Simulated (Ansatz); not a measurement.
Predict the output of the script below (the Python package of Ansatz (0.2.0)).

Script `xc_zn2cuni.py`:
```python
"""One structure of Zn2CuNi under several functionals."""

import ansatz as az

CUTOFF_EV = 510
KMESH = (9, 9, 4)

crystal = (
    az.Lattice.from_parameters(2.755876, 2.755876, 6.347623, alpha=90, beta=90, gamma=90)
    .space_group(123, hermann_mauguin="P4/mmm")
    .atom("Zn", [0.5, 0.5, 0.258643])
    .atom("Cu", [0.0, 0.0, 0.0])
    .atom("Ni", [0.0, 0.0, 0.5])
    .moments(Ni=1.5)
)

calc = (
    crystal.calculation()
    .pseudopotentials("paw")
    .basis(CUTOFF_EV)  # cutoff of the orbital basis
    .kpoints(*KMESH)
    .occupations(az.OccupationsMethod.FERMI_DIRAC)
    .spin(az.SpinTreatment.COLLINEAR)
)

rows = []
for value in ["pbesol", "blyp", "lda"]:
    summary = calc.functional(value).run().report
    rows.append((value, summary["free_energy_ev"] / len(summary["lattice"]["sites"]), summary["n_iterations"], summary["magnetization_mub"], summary["n_kpoints"]))

print("  functional   F/atom (eV)    iterations  moment (muB)      k-points")
for row in rows:
    print(f"{str(row[0]):>12s}  {row[1]:12.5f}  {row[2]:12d}  {row[3]:12.3f}  {row[4]:12d}")
```

```console
$ python xc_zn2cuni.py
RunWarning: the starting moments were not kept: the SCF closed with an absolute magnetisation of 4.0e-6 μB, where they sum to 1.5 μB in size (1 site). That is at most 0.1 of that sum. Measured as dr2_m measures the in/out step, that magnetisation stands 3.3e-11 eV from none, at or under the dr2_threshold of 1.0e-7 eV: [...]
  functional   F/atom (eV)    iterations  moment (muB)      k-points
      pbesol   -4739.07778            16        -0.000            45
        blyp   -4784.91855            16        -0.000            45
         lda   -4705.59051            16         0.000            45
```
(Warnings from the package without file and line, shortened, repeats left out.)

The SCF didn't keep the moments it started from (some shrank, vanished or turned); what is printed is the state reached. BLYP can be off by several per cent in the lattices of metals, and by several GPa in the pressure at a fixed cell. The mesh is modest for a metal, so energies can be off by several to tens of meV an atom and pressures by half a GPa or more; differences at equal mesh fare better. The overall sign of a collinear moment is arbitrary, and semilocal functionals can give small moments to compounds that are paramagnetic. This cell is a computed structure, which may not be the phase found in nature. Total energies of different functionals can't be compared; pressures, moments and gaps at this one structure can. Hardware and time: 110 s on 1 thread of Arm Neoverse N1, on a shared host, peak memory 0.56 GiB.
